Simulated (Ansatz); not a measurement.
# CH7FO2Si2: a ladder of functionals and wavefunction methods

How much do the methods differ for CH7FO2Si2? The plan is to run it at one geometry with functionals of several rungs and with coupled cluster. The yardstick is the atomisation energy at the CCSD(T) limit.

Computed with Ansatz 0.2.0, Gaussian basis. Level: functionals in def2-TZVPP, the program's frozen cores in correlated methods.

The runs, in order: PBE-D4, r2SCAN-D4, PBE0-D4, B3LYP-D4, ωB97X-V, ωB97M-V, B2PLYP; CCSD(T)/def2-TZVPP; MP2/def2-QZVPP; extrapolation to the limit.

## 1. The relaxed structure

All runs share one geometry, relaxed beforehand with PBE0-D4 in a triple-zeta def2 set.

SMILES `CO[SiH](F)O[SiH3]`, 13 atoms, charge 0, spin multiplicity 1.

Atoms are counted from 1 here; the program's logs count them from 0.

Bond lengths: C1–O2 1.412 Å, C1–H7 1.095 Å, C1–H8 1.091 Å, C1–H9 1.094 Å, O2–Si3 1.621 Å, Si3–F4 1.592 Å, Si3–O5 1.608 Å, Si3–H10 1.472 Å, O5–Si6 1.644 Å, Si6–H11 1.484 Å, Si6–H12 1.482 Å, Si6–H13 1.484 Å. Angles: O2–C1–H7 111.5°, O2–C1–H8 108.1°, O2–C1–H9 111.1°, H7–C1–H8 108.5°, H7–C1–H9 108.9°, H8–C1–H9 108.8°, C1–O2–Si3 125.7°, O2–Si3–F4 109.3°, O2–Si3–O5 107.9°, O2–Si3–H10 112.8°, F4–Si3–O5 109.6°, F4–Si3–H10 106.7°, O5–Si3–H10 110.5°, Si3–O5–Si6 144.7°, O5–Si6–H11 110.4°, O5–Si6–H12 107.6°, O5–Si6–H13 109.8°, H11–Si6–H12 109.8° and more.

## 2. PBE-D4 (GGA)

in.yaml reads:

```yaml
crystal:
  periodic: [false, false, false]
  atoms:
    - {symbol: C, position_ang: [-0.661366, 2.114377, 0.970438]}
    - {symbol: O, position_ang: [-0.136484, 0.863478, 0.578333]}
    - {symbol: Si, position_ang: [0.198172, 0.413939, -0.942637]}
    - {symbol: F, position_ang: [-1.108981, 0.570288, -1.837297]}
    - {symbol: O, position_ang: [0.651025, -1.128690, -0.915106]}
    - {symbol: Si, position_ang: [0.568261, -2.535756, -0.069763]}
    - {symbol: H, position_ang: [-0.033253, 2.940173, 0.619503]}
    - {symbol: H, position_ang: [-0.691615, 2.141651, 2.060191]}
    - {symbol: H, position_ang: [-1.675651, 2.253252, 0.585434]}
    - {symbol: H, position_ang: [1.238918, 1.246701, -1.566966]}
    - {symbol: H, position_ang: [-0.822613, -2.783396, 0.385823]}
    - {symbol: H, position_ang: [1.002225, -3.627339, -0.973711]}
    - {symbol: H, position_ang: [1.471362, -2.468688, 1.105757]}
basis:
  gaussian: {orbitals: def2-TZVPP}
hamiltonian: {xc: pbe, dispersion: d4}
output: {forces: true, orbitals: {seedname: orbitals}}
```

Command:

```
$ ansatz run in.yaml --threads 2 --pin off --events-out ev --progress --plain --max-ram 22528MiB --backend cuda --devices 0, --max-vram 18GiB
```

Further steps of the session: r2SCAN-D4 (meta-GGA); PBE0-D4 (hybrid); B3LYP-D4 (hybrid); ωB97X-V (range-separated); ωB97M-V (range-separated); B2PLYP (double hybrid); CCSD(T) in def2-TZVPP; MP2 in def2-QZVPP.

Before running them: what should the planned runs give, taken together? Wanted: atomisation energy, CCSD(T)/CBS; farthest; mean size of error, hybrid; mean size of error, range-separated; gap, smallest and largest; T1 diagnostic; triples share of the correlation energy.

The runs gave:

```
                               quantity                                 value
        atomisation energy, CCSD(T)/CBS                         4994.1 kJ/mol
 functionals within 25.0 kJ/mol (0.5 %)              PBE-D4, ωB97X-V, ωB97M-V
                               farthest                PBE0-D4 (-89.3 kJ/mol)
             mean size of error, hybrid                           65.1 kJ/mol
    mean size of error, range-separated                            9.9 kJ/mol
              gap, smallest and largest  6.50 eV (PBE-D4), 13.53 eV (ωB97X-V)
                          T1 diagnostic                                0.0115
triples share of the correlation energy                                 3.2 %
```

What this shows: PBE-D4 is off by -16.3 kJ/mol. Double hybrids carry the basis error of their MP2 part in triple zeta, and no dispersion term here, so their miss is partly the set-up's. The reference freezes the cores and leaves out relativity and excitations past (T), so misses under about 25.0 kJ/mol can't be ranked. Hartree-Fock recovers 74 % of the binding; the rest is correlation. The gap grows from 6.5 to 13.5 eV across the functionals, mostly with the share of exact exchange.
